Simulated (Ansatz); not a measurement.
# CH8AlFOSi: the cost of one run

All numbers below are computed with Ansatz 0.2.0 (RKS B3LYP-D4/cc-pVDZ).

### Step 1. The system as given

Bond lengths: Al1–F2 2.111 Å, Al1–C3 1.983 Å, Al1–O4 1.641 Å, Al1–H5 1.770 Å, Al1–Si6 2.712 Å, C3–H7 1.093 Å, C3–H8 1.093 Å, C3–H9 1.091 Å, O4–H10 0.945 Å, Si6–H11 1.474 Å, Si6–H12 1.474 Å, Si6–H13 1.479 Å. Angles (14 of 23 angles, heavy atoms first): F2–Al1–C3 112.0°, F2–Al1–O4 106.4°, F2–Al1–Si6 78.4°, C3–Al1–O4 129.5°, C3–Al1–Si6 115.1°, O4–Al1–Si6 103.6°, F2–Al1–H5 35.1°, C3–Al1–H5 120.5°, O4–Al1–H5 109.8°, H5–Al1–Si6 43.4°, Al1–C3–H7 112.3°, Al1–C3–H8 110.1°, Al1–C3–H9 113.2°, Al1–O4–H10 179.6°.

Coordinates:

```xyz
13

Al    0.5963    0.3989    0.3204
F     1.1425   -1.4365    1.2082
C     1.4604    0.6552   -1.4464
O     0.3968    1.4670    1.5504
H     0.0195   -1.2003    0.8149
Si   -1.7537   -0.9531    0.2640
H     2.4142    1.1843   -1.3691
H     1.6670   -0.3141   -1.9067
H     0.8432    1.2158   -2.1493
H     0.2881    2.0820    2.2601
H    -2.4630   -1.7685    1.2670
H    -2.0538   -1.6176   -1.0165
H    -2.5575    0.2869    0.2030
```

### Step 2. A restrained relaxation towards end A

Springs on the bonds that form and break draw the guess towards this end; the thresholds are loose.

Contents of input.yaml:

```yaml
crystal:
  periodic: [false, false, false]
  atoms:
    - { symbol: Al, position_ang: [0.5963, 0.3989, 0.3204] }
    - { symbol: F, position_ang: [1.1425, -1.4365, 1.2082] }
    - { symbol: C, position_ang: [1.4604, 0.6552, -1.4464] }
    - { symbol: O, position_ang: [0.3968, 1.467, 1.5504] }
    - { symbol: H, position_ang: [0.0195, -1.2003, 0.8149] }
    - { symbol: Si, position_ang: [-1.7537, -0.9531, 0.264] }
    - { symbol: H, position_ang: [2.4142, 1.1843, -1.3691] }
    - { symbol: H, position_ang: [1.667, -0.3141, -1.9067] }
    - { symbol: H, position_ang: [0.8432, 1.2158, -2.1493] }
    - { symbol: H, position_ang: [0.2881, 2.082, 2.2601] }
    - { symbol: H, position_ang: [-2.463, -1.7685, 1.267] }
    - { symbol: H, position_ang: [-2.0538, -1.6176, -1.0165] }
    - { symbol: H, position_ang: [-2.5575, 0.2869, 0.203] }
basis:
  gaussian: { orbitals: cc-pVDZ }
hamiltonian:
  xc: b3lyp
  dispersion: d4
relax:
  f_tol: 0.15
  max_steps: 25
  restrain:
    - { distance: [0, 5], at: 3.62, k: 30.0 }
    - { distance: [4, 1], at: 2.18, k: 30.0 }
    - { distance: [0, 1], at: 1.78, k: 30.0 }
    - { distance: [4, 5], at: 1.42, k: 30.0 }
output:
  orbitals: {}
```

Started as:

```
$ ansatz run input.yaml --threads 2 --pin off --max-ram 3072MiB --backend cpu --events-out ev --progress --plain --runs-dir out
```

What time and memory should one allow on 2 threads of Arm Neoverse V2, shared host?

About 37 s, with a peak of 0.28 GiB.
